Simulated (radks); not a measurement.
# Polarisabilities and dispersion coefficients of K, Ca⁺, Sc²⁺ and others

Aim: static dipole polarisabilities and C6 coefficients, each species in its NIST ground configuration. After each ground state the linear response is solved; its values go to the run's result record, not to the log. Response by self-consistent Sternheimer equations with the Hartree and adiabatic LDA kernel, the relativistic mass of each level held fixed and spin-orbit coupling left out.

Method: scalar-relativistic Kohn-Sham, LDA (Slater exchange, Perdew-Wang correlation), spin-polarised, spherical densities, finite nucleus; open shells are filled with parallel spins first. Code: radks (a radial shooting solver on a logarithmic mesh, Libxc functionals) version 1.

## (1) Starting point

| Quantity | Value |
| --- | --- |
| species | K ([Ar] 4s1), Ca⁺ ([Ar] 4s1), Sc²⁺ ([Ar] 3d1), Ti³⁺ ([Ar] 3d1), V⁴⁺ ([Ar] 3d1), Cr⁵⁺ ([Ar] 3d1), Mn⁶⁺ ([Ar] 3d1), Fe⁷⁺ ([Ar] 3d1), Co⁸⁺ ([Ar] 3d1) |

## (2) K, [Ar] 4s1

The run's settings:

```text
Z 19
configuration [Ar] 4s1
relativity scalar-relativistic
functional lda,pw
spin polarised
nucleus finite rms 3.4349 fm
c 137.035999084
response adiabatic LDA kernel
```

## (3) Ca⁺, [Ar] 4s1

The run's settings:

```text
Z 20
configuration [Ar] 4s1
relativity scalar-relativistic
functional lda,pw
spin polarised
nucleus finite rms 3.4776 fm
c 137.035999084
response adiabatic LDA kernel
```

## (4) Sc²⁺, [Ar] 3d1

The run's settings:

```text
Z 21
configuration [Ar] 3d1
relativity scalar-relativistic
functional lda,pw
spin polarised
nucleus finite rms 3.5459 fm
c 137.035999084
response adiabatic LDA kernel
```

## (5) Ti³⁺, [Ar] 3d1

The run's settings:

```text
Z 22
configuration [Ar] 3d1
relativity scalar-relativistic
functional lda,pw
spin polarised
nucleus finite rms 3.5921 fm
c 137.035999084
response adiabatic LDA kernel
```

## (6) V⁴⁺, [Ar] 3d1

The run's settings:

```text
Z 23
configuration [Ar] 3d1
relativity scalar-relativistic
functional lda,pw
spin polarised
nucleus finite rms 3.6002 fm
c 137.035999084
response adiabatic LDA kernel
```

## (7) Cr⁵⁺, [Ar] 3d1

The run's settings:

```text
Z 24
configuration [Ar] 3d1
relativity scalar-relativistic
functional lda,pw
spin polarised
nucleus finite rms 3.6452 fm
c 137.035999084
response adiabatic LDA kernel
```

## (8) Mn⁶⁺, [Ar] 3d1

The run's settings:

```text
Z 25
configuration [Ar] 3d1
relativity scalar-relativistic
functional lda,pw
spin polarised
nucleus finite rms 3.7057 fm
c 137.035999084
response adiabatic LDA kernel
```

## (9) Fe⁷⁺, [Ar] 3d1

The run's settings:

```text
Z 26
configuration [Ar] 3d1
relativity scalar-relativistic
functional lda,pw
spin polarised
nucleus finite rms 3.7377 fm
c 137.035999084
response adiabatic LDA kernel
```

## (10) Co⁸⁺, [Ar] 3d1

The run's settings:

```text
Z 27
configuration [Ar] 3d1
relativity scalar-relativistic
functional lda,pw
spin polarised
nucleus finite rms 3.7875 fm
c 137.035999084
response adiabatic LDA kernel
```

What does the calculation give? Wanted: for each run, species; −ε(HOMO); α; α uncoupled; C6; C8; recommended α.

**Answer**, as computed:

```
species  −ε(HOMO) (eV)  α (bohr³)  α uncoupled (bohr³)  C6 (hartree bohr⁶)  C8 (hartree bohr⁸)  recommended α (bohr³)
      K          2.627      255.3                296.2                3229              419041                  289.7
    Ca⁺          9.496      67.69                84.51               463.1               32313                      -
   Sc²⁺         18.492      5.035                6.571               14.87                   -                      -
   Ti³⁺         35.393      2.318                3.308               6.016                   -                      -
    V⁴⁺         55.995      1.444                2.129               3.135                   -                      -
   Cr⁵⁺         80.026      1.003                1.502               1.828                   -                      -
   Mn⁶⁺         107.36     0.7377                1.113               1.143                   -                      -
   Fe⁷⁺         137.92     0.5631               0.8532              0.7500                   -                      -
   Co⁸⁺         171.66     0.4415               0.6703              0.5109                   -                      -
```

**Reading.** Uncoupled leaves out the potential induced by the response; C6 and C8 are for like pairs. K is the most polarisable and Co⁸⁺ the least, a factor 578 apart. For the pair K–Co⁸⁺ the Casimir-Polder integral gives C6 = 13.27, the rule 2·Ca·Cb/(Ca·αb/αa + Cb·αa/αb) on the like-pair values 10.96. Against the recommended values (Schwerdtfeger and Nagle, 2023 table) the misses are K -12 %. C8 is given only where no p, d or f shell is open. For heavy and open-shell atoms this level can miss by tens of per cent.
